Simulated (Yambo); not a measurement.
A run of Yambo 5.3.0:

Contents of bse2.in:

```
optics
bse
bss
rim_cut
em1s
RandQpts= 1000000
RandGvec= 50 RL
Chimod= "HARTREE"
% BndsRnXs
 1 | 33 |
%
NGsBlkXs= 5 Ry
% LongDrXs
 1 | 0 | 0 |
%
BSKmod= "SEX"
BSEmod= "retarded"
BSSmod= "d"
% BSEQptR
 1 | 1 |
%
% BSEBands
 4 | 10 |
%
BSENGexx= 20 Ry
BSENGBlk= 5 Ry
% BEnRange
 0 | 20 | eV
%
% BDmRange
 0.1 | 0.1 | eV
%
BEnSteps= 200
% BLongDir
 1 | 0 | 0 |
%
BSEprop= "abs"
WRbsWF
```

File scf.in:

```
&CONTROL
  calculation = 'scf'
  prefix = 'pwscf'
  outdir = './tmp'
  pseudo_dir = './pseudo'
/
&SYSTEM
  ibrav = 0
  nat = 2
  ntyp = 2
  ecutwfc = 76
  nbnd = 13
  occupations = 'smearing'
  smearing = 'fd'
  degauss = 0.00367493
  force_symmorphic = .true.
/
&ELECTRONS
  conv_thr = 4d-10
  electron_maxstep = 120
  mixing_beta = 0.5
/
ATOMIC_SPECIES
Zr    91.2240 Zr.upf
B     10.8100 B.upf
CELL_PARAMETERS angstrom
   0.0000000000    2.3250000000    2.3250000000
   2.3250000000    0.0000000000    2.3250000000
   2.3250000000    2.3250000000    0.0000000000
ATOMIC_POSITIONS crystal
Zr     0.0000000000    0.0000000000    0.0000000000
B      0.5000000000    0.5000000000    0.5000000000
K_POINTS automatic
10 10 10 0 0 0
```

nscf.in

```
&CONTROL
  calculation = 'nscf'
  prefix = 'pwscf'
  outdir = './tmp'
  pseudo_dir = './pseudo'
/
&SYSTEM
  ibrav = 0
  nat = 2
  ntyp = 2
  ecutwfc = 76
  nbnd = 158
  occupations = 'smearing'
  smearing = 'fd'
  degauss = 0.00367493
  force_symmorphic = .true.
/
&ELECTRONS
  conv_thr = 1d-08
  diago_full_acc = .true.
  diago_thr_init = 1d-06
/
ATOMIC_SPECIES
Zr    91.2240 Zr.upf
B     10.8100 B.upf
CELL_PARAMETERS angstrom
   0.0000000000    2.3250000000    2.3250000000
   2.3250000000    0.0000000000    2.3250000000
   2.3250000000    2.3250000000    0.0000000000
ATOMIC_POSITIONS crystal
Zr     0.0000000000    0.0000000000    0.0000000000
B      0.5000000000    0.5000000000    0.5000000000
K_POINTS automatic
4 4 4 0 0 0
```

Potentials or basis: PseudoDojo 0.4.1 SR PBEsol standard.

Command:

```console
$ OMP_NUM_THREADS=1 pw.x -in scf.in > scf.out
$ OMP_NUM_THREADS=1 pw.x -in nscf.in > nscf.out
$ cd tmp/pwscf.save; p2y; mv SAVE ../..; cd ../..
$ OMP_NUM_THREADS=1 yambo
$ mkdir -p bse2; ln -s $PWD/g0w00/ndb.RIM bse2/
$ OMP_NUM_THREADS=1 yambo -F bse2.in -J bse2 -C bse2_out
$ OMP_NUM_THREADS=1 ypp -J bse2 -C bse2_out -e s -b 1
```

Hardware: 1 thread of Arm Neoverse V2, with other jobs on the host.

Task: Estimate the wall time of this run.

Result: Wall time 49 s on 1 thread of Arm Neoverse V2, with other jobs on the host.
